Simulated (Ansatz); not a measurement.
# ClH₇N₂Si₂: small, medium and large basis sets

How large a basis does ClH₇N₂Si₂ need? Two functionals are run in growing sets.

The runs use Ansatz 0.2.0, Gaussian basis; one geometry, several basis sets.

Plan: PBE0-D4/def2-SVP; ωB97M-V/def2-SVP; PBE0-D4/def2-QZVPP; ωB97M-V/def2-QZVPP; the functionals' def2-TZVPP values are taken from earlier runs.

### Step 1. The geometry

The geometry comes from an earlier relaxation with PBE0-D4 in a triple-zeta def2 set; it is a stationary point, not always the lowest conformer.

SMILES `N[Si](N)([SiH3])Cl`, 12 atoms, charge 0, spin multiplicity 1.

Atoms are counted from 1 here; the program's logs count them from 0.

Bond lengths: N1–Si2 1.701 Å, N1–H6 1.009 Å, N1–H7 1.007 Å, Si2–N3 1.706 Å, Si2–Si4 2.342 Å, Si2–Cl5 2.084 Å, N3–H8 1.006 Å, N3–H9 1.007 Å, Si4–H10 1.490 Å, Si4–H11 1.490 Å, Si4–H12 1.487 Å. Angles: Si2–N1–H6 119.8°, Si2–N1–H7 120.8°, H6–N1–H7 111.8°, N1–Si2–N3 106.6°, N1–Si2–Si4 107.9°, N1–Si2–Cl5 115.9°, N3–Si2–Si4 118.7°, N3–Si2–Cl5 103.2°, Si4–Si2–Cl5 104.8°, Si2–N3–H8 120.5°, Si2–N3–H9 120.3°, H8–N3–H9 112.4°, Si2–Si4–H10 110.7°, Si2–Si4–H11 111.0°, Si2–Si4–H12 109.8°, H10–Si4–H11 108.1°, H10–Si4–H12 108.5°, H11–Si4–H12 108.7°.

### Step 2. PBE0-D4 in def2-SVP

in.yaml reads:

```yaml
crystal:
  periodic: [false, false, false]
  atoms:
    - {symbol: N, position_ang: [-0.822290, 1.569615, -0.292038]}
    - {symbol: Si, position_ang: [-0.423924, 0.041215, 0.339608]}
    - {symbol: N, position_ang: [0.282954, 0.313843, 1.868657]}
    - {symbol: Si, position_ang: [0.812820, -1.108014, -1.283193]}
    - {symbol: Cl, position_ang: [-2.030380, -1.212890, 0.773139]}
    - {symbol: H, position_ang: [-1.302242, 2.241893, 0.287115]}
    - {symbol: H, position_ang: [-1.054146, 1.681305, -1.265598]}
    - {symbol: H, position_ang: [0.259247, -0.401111, 2.576223]}
    - {symbol: H, position_ang: [1.085699, 0.915649, 1.956829]}
    - {symbol: H, position_ang: [2.130913, -0.449927, -1.506250]}
    - {symbol: H, position_ang: [0.085660, -1.140462, -2.583401]}
    - {symbol: H, position_ang: [1.052587, -2.506418, -0.837191]}
basis:
  gaussian: {orbitals: def2-SVP}
hamiltonian: {xc: pbe0, dispersion: d4}
output: {orbitals: {seedname: orbitals}}
```

Command:

```sh
ansatz run in.yaml --threads 4 --pin off --events-out ev --progress --plain --max-ram 10444MiB
```

The runs that follow: ωB97M-V in def2-SVP; PBE0-D4 in def2-QZVPP; ωB97M-V in def2-QZVPP.

Q: Predict the results of all the runs planned. Wanted: PBE0-D4: double and triple zeta above quadruple; ωB97M-V: double and triple zeta above quadruple.

As calculated:

| quantity | value |
| --- | --- |
| PBE0-D4: double and triple zeta above quadruple | 14.93, 1.11 eV |
| ωB97M-V: double and triple zeta above quadruple | 14.99, 1.05 eV |

In words: For PBE0-D4 the step from double to triple zeta gains 13.82 eV and the next only 1.11 eV. Total energies overstate the basis error of differences, where much of it tends to cancel. The LUMO of ωB97M-V is positive and keeps falling with the basis (2.47 to 1.41 eV): an unbound level that the basis holds in place.
